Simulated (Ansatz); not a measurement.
**C2H9AlOSe: a ladder of functionals and wavefunction methods**

An exercise on one series of results from a longer session: the logs are not shown, and one member is left open.

Method: functionals in def2-TZVPP, the program's frozen cores in correlated methods; program: Ansatz 0.2.0, Gaussian basis.

Levels to be run: LDA (SPW92), PBE-D4, revPBE-D4, BLYP-D4, r2SCAN-D4, B97M-V, PBE0-D4, B3LYP-D4, r2SCANh-D4, r2SCAN0-D4, HSE06-D4, BHLYP-D4, CAM-B3LYP-D4, LC-ωPBE, ωB97X-V, ωB97M-V, B2PLYP, PBE-QIDH; CCSD(T)/def2-SVP; MP2/def2-TZVPP; MP2/def2-QZVPP; RPA on PBE.

**The relaxed structure**

All runs share one geometry, relaxed beforehand with PBE0-D4 in a triple-zeta def2 set.

SMILES `[CH3][Al-]([CH3])([OH])[SeH2+]`, 14 atoms, charge 0, spin multiplicity 1.

Atoms are counted from 1 here; the program's logs count them from 0.

Bond lengths: C1–Al2 1.957 Å, C1–H6 1.096 Å, C1–H7 1.095 Å, C1–H8 1.094 Å, Al2–C3 1.966 Å, Al2–O4 1.724 Å, Al2–Se5 2.771 Å, C3–H9 1.095 Å, C3–H10 1.096 Å, C3–H11 1.095 Å, O4–H12 0.955 Å, Se5–H13 1.469 Å, Se5–H14 1.468 Å. Angles: Al2–C1–H6 110.7°, Al2–C1–H7 112.6°, Al2–C1–H8 111.9°, H6–C1–H7 106.6°, H6–C1–H8 106.8°, H7–C1–H8 107.9°, C1–Al2–C3 122.1°, C1–Al2–O4 115.4°, C1–Al2–Se5 96.4°, C3–Al2–O4 118.5°, C3–Al2–Se5 100.5°, O4–Al2–Se5 92.9°, Al2–C3–H9 112.0°, Al2–C3–H10 110.8°, Al2–C3–H11 113.0°, H9–C3–H10 106.5°, H9–C3–H11 107.5°, H10–C3–H11 106.8° and more.

The first run:

in.yaml

```yaml
crystal:
  periodic: [false, false, false]
  atoms:
    - {symbol: C, position_ang: [-1.275747, 1.465945, 0.693632]}
    - {symbol: Al, position_ang: [-0.442086, -0.253238, 0.270063]}
    - {symbol: C, position_ang: [1.347818, -0.734666, 0.924450]}
    - {symbol: O, position_ang: [-1.533278, -1.520178, -0.150217]}
    - {symbol: Se, position_ang: [0.127953, 0.324307, -2.379086]}
    - {symbol: H, position_ang: [-1.586547, 1.497237, 1.743806]}
    - {symbol: H, position_ang: [-0.596979, 2.311833, 0.542478]}
    - {symbol: H, position_ang: [-2.172313, 1.643499, 0.092391]}
    - {symbol: H, position_ang: [2.050826, 0.101435, 0.848986]}
    - {symbol: H, position_ang: [1.311475, -1.017069, 1.982867]}
    - {symbol: H, position_ang: [1.785731, -1.581698, 0.386453]}
    - {symbol: H, position_ang: [-1.279419, -2.438883, -0.088941]}
    - {symbol: H, position_ang: [1.373181, 1.087990, -2.220435]}
    - {symbol: H, position_ang: [0.876484, -0.915615, -2.617646]}
basis:
  gaussian: {orbitals: def2-TZVPP}
hamiltonian: {xc: lda}
output: {orbitals: {seedname: orbitals}}
```

Started as:

```sh
$ ansatz run in.yaml --threads 4 --pin off --events-out ev --progress --plain --max-ram 11315MiB
```

Among the steps run: LDA; PBE-D4 (GGA); revPBE-D4 (GGA); BLYP-D4 (GGA); r2SCAN-D4 (meta-GGA); B97M-V (meta-GGA); PBE0-D4 (hybrid); B3LYP-D4 (hybrid); r2SCANh-D4 (hybrid); r2SCAN0-D4 (hybrid); HSE06-D4 (hybrid); BHLYP-D4 (hybrid); CAM-B3LYP-D4 (range-separated); LC-ωPBE (range-separated); ωB97X-V (range-separated); ωB97M-V (range-separated); B2PLYP (double hybrid); PBE-QIDH (double hybrid).

One table of the session follows, with a row left open; its other results are not shown here.

It belongs to the step «Orbital energies across the functionals». 

| functional | HOMO (eV) | gap (eV) |
| --- | --- | --- |
| LDA (SPW92) | -6.00 | 4.33 |
| PBE-D4 | -5.86 | 4.31 |
| revPBE-D4 | -5.80 | 4.30 |
| BLYP-D4 | -5.75 | 4.25 |
| r2SCAN-D4 | -6.13 | 4.80 |
| B97M-V | -6.20 | 4.81 |
| PBE0-D4 | -7.16 | 6.52 |
| B3LYP-D4 | -6.95 | 6.03 |
| r2SCANh-D4 | -6.61 | 5.62 |
| r2SCAN0-D4 | -7.34 | 6.85 |
| HSE06-D4 | -6.75 | 5.73 |
| BHLYP-D4 | -8.38 | 8.66 |
| CAM-B3LYP-D4 | ? | ? |
| LC-ωPBE | -9.92 | 11.60 |
| ωB97X-V | -9.56 | 11.05 |
| ωB97M-V | -9.42 | 10.72 |

**Question.** Estimate the row for CAM-B3LYP-D4.

The run gave: HOMO (eV): -8.55; gap (eV): 8.99. In the column «HOMO (eV)» it lies between ωB97M-V (-9.42) and BHLYP-D4 (-8.38).
